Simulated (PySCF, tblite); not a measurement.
# C7H8FS radical: geometry, infrared bands and EPR parameters

Aim: predict the infrared bands and EPR parameters of C7H8FS radical (`CC[CH]c1sccc1F`).

Computed with tblite 0.8.0 and PySCF 2.14.0, with density-fitted response routines of our own, on a single molecule in the gas phase. Atoms count from 0, in the outputs and in this text.

**1. The starting structure**

17 atoms, charge 0, multiplicity 2; geometry from: force field or distance geometry start.

Bonds of the start (Å): C0–C1 1.50, C1–C2 1.52, C2–C3 1.49, C3–S4 1.78, S4–C5 1.73, C5–C6 1.37, C6–C7 1.34, C7–F8 1.38, C7–C3 1.37, C0–H9 1.11, C0–H10 1.10, C0–H11 1.10, C1–H12 1.10, C1–H13 1.11, C2–H14 1.10, C5–H15 1.09, C6–H16 1.11.

**2. Optimising the geometry with GFN2-xTB**

The job: settings as JSON, then the geometry in Å.

```
{"job": {"kind": "relax", "xc": "GFN2-xTB", "basis": "xTB"}, "charge": 0, "multiplicity": 2}
C     -2.923100     0.276100    -0.230500
C     -1.447900     0.430400    -0.043000
C     -0.686400    -0.875400    -0.200500
C      0.749600    -0.558900     0.010300
S      2.090300    -0.706600    -1.147500
C      3.281200    -0.161700    -0.019600
C      2.635900     0.095000     1.156900
C      1.315800    -0.118200     1.174200
F      0.539800     0.091800     2.300800
H     -3.431000     0.119500     0.744800
H     -3.091200    -0.524400    -0.973300
H     -3.313500     1.212400    -0.665200
H     -1.058200     1.133600    -0.798100
H     -1.184500     0.828300     0.960000
H     -1.031200    -1.648600     0.503100
H      4.349600    -0.038800    -0.181200
H      3.197800     0.457600     2.048400
```

Run with:

```sh
OMP_NUM_THREADS=1 python probes_run.py task.json out
```

This one command runs all jobs of the session in turn.

Log:

```text
step      E/eV     max force
  0    -732.59866    4.601
  1    -732.86498    1.811
  2    -732.95778    0.912
  3    -733.05815    0.905
  4    -733.09607    0.818
  5    -733.13438    0.497
  6    -733.16041    0.404
  7    -733.19315    0.452
  8    -733.22031    0.429
  9    -733.24679    0.394
 10    -733.27249    0.416
 11    -733.30099    0.428
 12    -733.33782    0.557
 13    -733.38951    0.711
 14    -733.44496    0.803
 15    -733.48872    0.759
 16    -733.43982    2.902
 17    -733.53480    0.575
 18    -733.55021    0.372
 19    -733.57071    0.277
 20    -733.59500    0.315
 21    -733.60528    0.334
 22    -733.62251    0.289
 23    -733.64105    0.269
 24    -733.65951    0.319
 25    -733.67484    0.274
 26    -733.69049    0.354
 27    -733.70942    0.587
 28    -733.72987    0.593
 29    -733.76560    0.456
 30    -733.82339    0.625
 31    -733.86066    0.641
 32    -733.90723    0.599
 33    -733.95038    0.511
 34    -733.99182    0.457
 35    -734.01349    0.738
 36    -734.05248    0.389
 37    -734.08257    0.275
 38    -734.10232    0.321
 39    -734.11444    0.351
 40    -734.12612    0.327
 41    -734.13750    0.297
 42    -734.14886    0.276
 43    -734.15807    0.225
 44    -734.16525    0.217
 45    -734.17344    0.270
 46    -734.18217    0.219
 47    -734.19246    0.268
 48    -734.20011    0.201
 49    -734.20869    0.173
 50    -734.21596    0.188
 51    -734.22257    0.200
 52    -734.22887    0.176
 53    -734.23634    0.198
 54    -734.24457    0.267
 55    -734.25106    0.230
 56    -734.25654    0.173
 57    -734.26149    0.164
 58    -734.26833    0.202
 59    -734.27153    0.143
 60    -734.27472    0.115
 61    -734.27656    0.098
 62    -734.27862    0.104
 63    -734.28065    0.104
 64    -734.28274    0.102
 65    -734.28484    0.116
 66    -734.28703    0.134
 67    -734.28917    0.118
 68    -734.29091    0.106
 69    -734.29231    0.084
 70    -734.29363    0.084
 71    -734.29513    0.106
 72    -734.29641    0.100
 73    -734.29739    0.062
 74    -734.29807    0.068
 75    -734.29870    0.071
 76    -734.29939    0.075
 77    -734.30015    0.061
 78    -734.30077    0.056
 79    -734.30119    0.076
 80    -734.30148    0.055
 81    -734.30187    0.044
 82    -734.30232    0.046
 83    -734.30274    0.059
 84    -734.30305    0.053
 85    -734.30335    0.047
 86    -734.30370    0.039
 87    -734.30411    0.048
 88    -734.30450    0.052
 89    -734.30483    0.049
 90    -734.30516    0.040
 91    -734.30551    0.040
 92    -734.30582    0.037
 93    -734.30602    0.044
 94    -734.30612    0.033
 95    -734.30619    0.023
 96    -734.30627    0.016
 97    -734.30633    0.014
 98    -734.30636    0.012
 99    -734.30639    0.011
100    -734.30641    0.009
```

Run time: 0.61 s. Hardware: 1 thread of Arm Neoverse V2, shared host.

Step by step: (not every step is listed)

```
step  energy from step 0 (eV)  largest force (eV/Å)
   0                   0.0000                4.6007
   1                  -0.2663                1.8110
   2                  -0.3591                0.9120
   3                  -0.4595                0.9049
   4                  -0.4974                0.8178
   5                  -0.5357                0.4975
   6                  -0.5617                0.4037
   7                  -0.5945                0.4522
   8                  -0.6217                0.4294
  16                  -0.8412                2.9023
  24                  -1.0608                0.3186
  32                  -1.3086                0.5995
  40                  -1.5275                0.3268
  48                  -1.6014                0.2009
  56                  -1.6579                0.1730
  64                  -1.6841                0.1018
  72                  -1.6978                0.0998
  80                  -1.7028                0.0547
  88                  -1.7058                0.0518
  95                  -1.7075                0.0226
  96                  -1.7076                0.0155
  97                  -1.7077                0.0145
  98                  -1.7077                0.0122
  99                  -1.7077                0.0108
 100                  -1.7078                0.0093
```

Distances of close pairs at the start and the end, largest changes first:

```
  bond  before (Å)  after (Å)  change (Å)
 C2–C3       1.485      1.364      -0.121
 C6–C7       1.337      1.388      +0.051
 C3–C7       1.367      1.414      +0.047
C6–H16       1.114      1.075      -0.040
 C7–F8       1.384      1.347      -0.037
 C1–C2       1.520      1.488      -0.032
 C0–C1       1.495      1.525      +0.030
 C0–H9       1.111      1.088      -0.023
```

The final coordinates are the input of the step that follows.

**3. Infrared spectrum with GFN2-xTB**

The job: settings as JSON, then the geometry in Å.

```
{"job": {"kind": "ir", "xc": "GFN2-xTB", "basis": "xTB"}, "charge": 0, "multiplicity": 2}
C     -2.956851    -0.028025    -0.101704
C     -1.579226     0.590986     0.111279
C     -0.497425    -0.280030    -0.423524
C      0.792029    -0.299397     0.022173
S      1.989614    -1.391581    -0.683744
C      3.228652    -0.822182     0.368646
C      2.783413     0.150410     1.223972
C      1.439652     0.443996     1.035974
F      0.799367     1.382717     1.759457
H     -3.027602    -0.981035     0.417495
H     -3.141872    -0.197545    -1.160058
H     -3.731338     0.631684     0.281490
H     -1.539221     1.560885    -0.400568
H     -1.421127     0.788298     1.172636
H     -0.757074    -0.937841    -1.239249
H      4.212932    -1.236176     0.296709
H      3.399078     0.636866     1.958568
```

Log:

```text
mode    cm-1     km/mol
  1     -24.2      0.15
  2      91.0      2.47
  3     129.7      0.89
  4     176.4      0.89
  5     241.8      0.18
  6     277.6      1.34
  7     303.7      1.38
  8     337.6      2.17
  9     404.8      1.74
 10     418.5      0.68
 11     487.8      5.65
 12     559.7      0.07
 13     632.5     10.12
 14     672.3      7.59
 15     698.0     25.74
 16     773.3      3.88
 17     815.5     10.24
 18     834.5      9.67
 19     834.9     11.12
 20     914.7     44.73
 21     963.1      9.67
 22    1057.2      4.72
 23    1060.0      5.44
 24    1093.2      4.81
 25    1145.3      8.99
 26    1176.2     33.83
 27    1221.1     17.31
 28    1230.3      0.87
 29    1310.5     11.76
 30    1355.5      7.85
 31    1412.9      2.73
 32    1422.8      6.73
 33    1442.5     61.70
 34    1452.6      1.43
 35    1501.3      3.66
 36    1503.3      6.37
 37    1527.1     37.39
 38    2899.6     23.72
 39    2994.9      5.73
 40    3035.8     38.97
 41    3038.8     29.22
 42    3044.3     36.73
 43    3086.9     20.56
 44    3140.5      8.16
 45    3179.9      0.69
```

Run time: 0.52 s. Hardware: 1 thread of Arm Neoverse V2, shared host.

The strongest bands and the atoms that carry them (share of the mass-weighted mode):

```
cm⁻¹  km/mol                                 atoms
 698    25.7                              H14 57 %
 915    44.7                      C3 55 %, F8 11 %
1176    33.8  H16 38 %, H15 26 %, C5 15 %, C7 13 %
1442    61.7    C6 29 %, C7 16 %, C2 16 %, C5 11 %
1527    37.4             C3 40 %, C2 33 %, C6 10 %
3036    39.0                     H10 74 %, H9 15 %
3039    29.2           H9 64 %, H11 18 %, H10 10 %
3044    36.7                     H11 75 %, H9 14 %
```

**4. g tensor and hyperfine couplings: B3LYP/pcH-1**

Settings changed since step 3:

```diff
@@ -1,2 +1,2 @@
-{"job": {"kind": "ir", "xc": "GFN2-xTB", "basis": "xTB"}, "charge": 0, "multiplicity": 2}
+{"job": {"kind": "epr", "basis": "pcH-1"}, "charge": 0, "multiplicity": 2}
 C     -2.956851    -0.028025    -0.101704
```

Method: UKS B3LYP, pcH-1 on C F H S, non-relativistic, mean-field spin-orbit, GIAO.

Log:

```text
UKS, coarse grid
  cycle   1  E = -769.49292602  |g| = 4.29e-01
  cycle   2  E = -769.43601377  |g| = 5.76e-01
  cycle   3  E = -769.56448903  |g| = 8.50e-02
  cycle   4  E = -769.56692653  |g| = 4.86e-02
  cycle   5  E = -769.56813588  |g| = 1.40e-02
  cycle   6  E = -769.56826837  |g| = 7.42e-03
  cycle   7  E = -769.56831829  |g| = 3.90e-03
  cycle   8  E = -769.56833120  |g| = 2.05e-03
  cycle   9  E = -769.56833502  |g| = 8.05e-04
UKS, final grid
  cycle   1  E = -769.56839278  |g| = 1.38e-03
  cycle   2  E = -769.56839022  |g| = 2.57e-03
  cycle   3  E = -769.56839378  |g| = 2.06e-04
  cycle   4  E = -769.56839380  |g| = 4.44e-05
  cycle   5  E = -769.56839380  |g| = 3.21e-05
  cycle   6  E = -769.56839381  |g| = 1.39e-05
E = -769.56839381 Eh   <S^2> = 0.7792 (exact 0.7500)
g shifts (ppm)      1          2          3
  rmc          -174       -174       -174
  gc              1         37         41
  oz_so         -11        558       3166
  total        -185        420       3033
hyperfine (MHz)  atom isotope    a_iso     a_fc   dipolar eigenvalues
    0   13C      11.19      11.19     -1.15     -1.02      2.17
    1   13C     -19.78     -19.78     -1.18      0.53      0.65
    2   13C      53.16      53.25    -50.02    -48.66     98.67
    3   13C     -43.55     -43.51    -24.45      9.31     15.14
    4   33S       2.38       2.49     -8.55     -5.09     13.64
    5   13C      32.55      32.41    -29.57    -28.26     57.83
    6   13C     -27.88     -27.89    -17.74      8.08      9.65
    7   13C      40.19      40.20    -31.93    -30.91     62.84
    8   19F      57.13      56.73    -99.82    -78.38    178.20
    9    1H      -1.35      -1.35     -2.45     -1.63      4.08
   10    1H      -0.86      -0.86     -1.86     -1.75      3.62
   11    1H       0.67       0.66     -1.23     -1.10      2.33
   12    1H      82.85      82.85     -3.08     -2.32      5.40
   13    1H      27.09      27.08     -3.43     -1.16      4.60
   14    1H     -39.61     -39.60    -23.07     -0.46     23.53
   15    1H     -24.30     -24.34    -14.31     -0.56     14.87
   16    1H       7.10       7.10     -2.95     -0.54      3.50
```

Wall time 2.2 min (1 thread of Arm Neoverse V2, shared host); peak memory 1.2 GiB.

Principal g values 2.00213, 2.00274, 2.00535; g(iso) = 2.00341, against 2.00232 for a free electron.

Hyperfine couplings; where a row names several nuclei, a(iso) is their mean (it holds for fast rotation or exchange) and the dipolar term the largest among them:

```
      nuclei  isotope  a(iso) (MHz)  a(iso) (G, at g = 2.0023)  largest dipolar term (MHz)
          F8      19F          57.1                       20.4                       178.2
    H12, H13       1H          55.0                       19.6                         5.4
          C2      13C          53.2                       19.0                        98.7
          C3      13C         -43.6                      -15.5                       -24.5
          C7      13C          40.2                       14.3                        62.8
         H14       1H         -39.6                      -14.1                        23.5
          C5      13C          32.5                       11.6                        57.8
          C6      13C         -27.9                       -9.9                       -17.7
         H15       1H         -24.3                       -8.7                        14.9
          C1      13C         -19.8                       -7.1                        -1.2
          C0      13C          11.2                        4.0                         2.2
         H16       1H           7.1                        2.5                         3.5
          S4      33S           2.4                        0.8                        13.6
H9, H10, H11       1H          -0.5                       -0.2                         4.1
```

Mulliken spin populations:

C0 0.01; C1 -0.05; C2 0.63; C3 -0.20; S4 0.05; C5 0.34; C6 -0.15; C7 0.34; F8 0.02; H9 0.00; H10 0.00; H11 0.00; H12 0.03; H13 0.01; H14 -0.03; H15 -0.02; H16 0.00

In first order the couplings over 0.8 MHz of 19F, 1H give 48 distinct lines over 85.0 G, if the averaged nuclei exchange fast.

Orbitals, density, ELF and potential are computed afterwards from the orbital file.

ELF in a plane through or near 13 of the atoms.

Ten even steps from '0' (0.00) to '9' (1.00):
```
0000000000000000000000000000
0000000000000000000000000000
0000000000000000000000000000
0000000000011000000000000000
0000002100355300000000000000
0000179910587820760000000000
0000399950373811991016510000
0000399974377506992079960000
0000038848244005984399990000
0000003546448314528699970000
0000124883284557759237520000
0002896242153663745356100000
0007999377586656612798300000
0006999583444169930598400000
0002894152633069950276100000
0000000058885018930000000000
0000000058984001300000000000
0000000025762000000000000000
0000000001110000000000000000
0000000000000000000000000000
```
The map spans 13.7 Å across and 9.2 Å up, centred on the molecule. Atoms in the plane (x, y in Å): C1 (1.6, 0.4), C2 (0.6, -0.7), C3 (-0.8, -0.4), S4 (-1.9, -1.8), C5 (-3.3, -0.7), C6 (-2.9, 0.6), C7 (-1.5, 0.8), F8 (-0.9, 2.0), H10 (3.3, -1.0), H11 (3.7, 0.7), H14 (0.9, -1.7), H15 (-4.2, -1.1), H16 (-3.6, 1.4).

log10 of the density (e/Å³) in the same plane.

Values, 10 rows by 14 columns:
```
-4.0 -4.0 -4.0 -4.0 -4.0 -4.0 -4.0 -4.0 -4.0 -4.0 -4.0 -4.0 -4.0 -4.0
-4.0 -4.0 -4.0 -4.0 -4.0 -3.1 -2.6 -3.7 -4.0 -4.0 -4.0 -4.0 -4.0 -4.0
-4.0 -4.0 -3.4 -2.4 -2.4 -1.2 -0.5 -1.7 -2.6 -3.0 -3.6 -3.9 -4.0 -4.0
-4.0 -4.0 -2.2 -0.6 -0.8 -0.4  1.1 -1.0 -0.7 -1.5 -1.8 -2.1 -3.4 -4.0
-4.0 -3.8 -2.1 -0.3  1.0  0.5 -0.2 -1.2  0.2 -0.3 -0.1 -0.8 -2.6 -4.0
-4.0 -3.2 -1.6 -0.3  0.2 -0.3  0.2 -0.2  0.1  0.2  0.4 -0.9 -2.6 -4.0
-4.0 -2.8 -0.7  0.2  0.2  0.0  0.0  0.0 -0.3 -0.8 -0.1 -1.4 -3.0 -4.0
-4.0 -3.2 -1.5 -1.0 -0.3  1.4 -0.7 -0.8 -0.7 -1.8 -1.4 -2.2 -3.6 -4.0
-4.0 -4.0 -3.3 -2.4 -1.2 -0.6 -1.4 -2.2 -2.2 -3.0 -3.2 -3.7 -4.0 -4.0
-4.0 -4.0 -4.0 -3.7 -2.6 -2.2 -2.7 -3.7 -4.0 -4.0 -4.0 -4.0 -4.0 -4.0
```
The map spans 13.7 Å across and 9.2 Å up, centred on the molecule. Atoms in the plane (x, y in Å): C1 (1.6, 0.4), C2 (0.6, -0.7), C3 (-0.8, -0.4), S4 (-1.9, -1.8), C5 (-3.3, -0.7), C6 (-2.9, 0.6), C7 (-1.5, 0.8), F8 (-0.9, 2.0), H10 (3.3, -1.0), H11 (3.7, 0.7), H14 (0.9, -1.7), H15 (-4.2, -1.1), H16 (-3.6, 1.4).

On the surface of density 0.002 e/bohr³ the electrostatic potential runs, from the 1st to the 99th percentile, from -0.67 V near F8 to 1.14 V near H15.

The spin density lies nearest to C2 27 %; C5, C7 about 17 % each; H14 8 %; C3 8 % (beta excess).

**5. Summary of results**

```
                                 quantity                 value
strongest single infrared mode (GFN2-xTB)  1442 cm⁻¹, 62 km/mol
             zero-point energy (GFN2-xTB)         79.9 kcal/mol
                           g(iso) (B3LYP)               2.00341
                                     ⟨S²⟩    0.779 (exact 0.75)
       largest a(iso) (averaged by class)   19F on F8, 57.1 MHz
    surface potential, 1st and 99th percentile    -0.67 V and 1.14 V
```

In words: Relaxing lowered the energy by 1.708 eV in 100 steps; the close pair that moved most is C2–C3, from 1.485 to 1.364 Å. The lowest mode is imaginary (24i cm⁻¹), so the xTB geometry is not a minimum. The strongest single mode, at 1442 cm⁻¹, is carried by C6, C7, C2, C5. Unscaled tight-binding wavenumbers are off by several per cent, some by more. Its intensities can rank the bands wrongly. C2 carries the largest spin population, 0.63 e. The isotropic g lies 1.1 ppt above the free-electron value.
